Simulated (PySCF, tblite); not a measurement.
**C₈H₉ radical: geometry, infrared bands and EPR parameters**

Aim: predict the infrared bands and EPR parameters of C₈H₉ radical (`C=[C][C@@]12C=CC[C@@H]1C2`).

Programs: tblite 0.8.0 and PySCF 2.14.0, with density-fitted response routines of our own. Each step states its level of theory. These are calculated values for one molecule in the gas phase, unless marked as measured. Atoms count from 0, in the outputs and in this text.

### 1 The starting structure

17 atoms, charge 0, multiplicity 2; geometry from: force field or distance geometry start.

Bonds of the start (Å): C0–C1 1.34, C1–C2 1.46, C2–C3 1.48, C3–C4 1.34, C4–C5 1.47, C5–C6 1.50, C6–C7 1.53, C6–C2 1.48, C7–C2 1.50, C0–H8 1.08, C0–H9 1.09, C3–H10 1.10, C4–H11 1.10, C5–H12 1.12, C5–H13 1.11, C6–H14 1.11, C7–H15 1.10, C7–H16 1.11.

### 2 Geometry optimisation with GFN2-xTB

The job: settings as JSON, then the geometry in Å.

```
{"job": {"kind": "relax", "xc": "GFN2-xTB", "basis": "xTB"}, "charge": 0, "multiplicity": 2}
C      2.649100    -0.547700     0.544900
C      1.748000    -0.493700    -0.445600
C      0.360900    -0.069400    -0.273600
C     -0.686300    -0.969500    -0.819400
C     -1.780400    -0.868200    -0.056900
C     -1.613300     0.107100     1.028100
C     -0.169700     0.494900     0.986400
C      0.156300     1.415300    -0.190100
H      2.443200    -0.276600     1.565500
H      3.642400    -0.891900     0.267900
H     -0.625800    -1.656100    -1.675400
H     -2.705300    -1.438800    -0.242800
H     -2.226900     0.999800     0.759600
H     -1.930800    -0.286300     2.012400
H      0.441500     0.601100     1.903200
H      0.999000     2.084000     0.048800
H     -0.708800     1.808000    -0.773500
```

The run is started by

```sh
> OMP_NUM_THREADS=1 python probes_run.py task.json out
```

One launch serves the whole session: the jobs run in the order shown.

**Question.** This job is followed by: GFN2-xTB harmonic vibrations, gas phase; UKS B3LYP, pcH-1 on C H, non-relativistic, mean-field spin-orbit, GIAO. Predict these results of the whole session: strongest single infrared mode (GFN2-xTB); zero-point energy (GFN2-xTB); g(iso) (B3LYP); ⟨S²⟩; largest a(iso); potential on the surface of density 0.002 e/bohr³, 1st and 99th percentile.

The runs gave:

| quantity | value |
| --- | --- |
| strongest single infrared mode (GFN2-xTB) | 1822 cm⁻¹, 85 km/mol |
| zero-point energy (GFN2-xTB) | 86.3 kcal/mol |
| g(iso) (B3LYP) | 2.00223 |
| ⟨S²⟩ | 0.759 (exact 0.75) |
| largest a(iso) | 13C on C1, 226.2 MHz |
| potential on the surface of density 0.002 e/bohr³, 1st and 99th percentile | -0.81 V and 0.80 V |

What this shows: Over 87 steps the energy fell by 0.718 eV; of the close pairs, C2–C6 changed most, 1.479 to 1.557 Å. No mode is imaginary among the 45: a minimum at this level. The strongest single mode, at 1822 cm⁻¹, moves mainly C1 and C0. Unscaled tight-binding wavenumbers are off by several per cent, some by more. Its intensities can rank the bands wrongly. C1 carries the largest spin population, 0.92 e. The isotropic g lies 0.1 ppt below the free-electron value. These values are for one conformer; the search (at its own cheap level) found 1 more, at 0.14 kcal/mol, and measured spectra average over such forms.
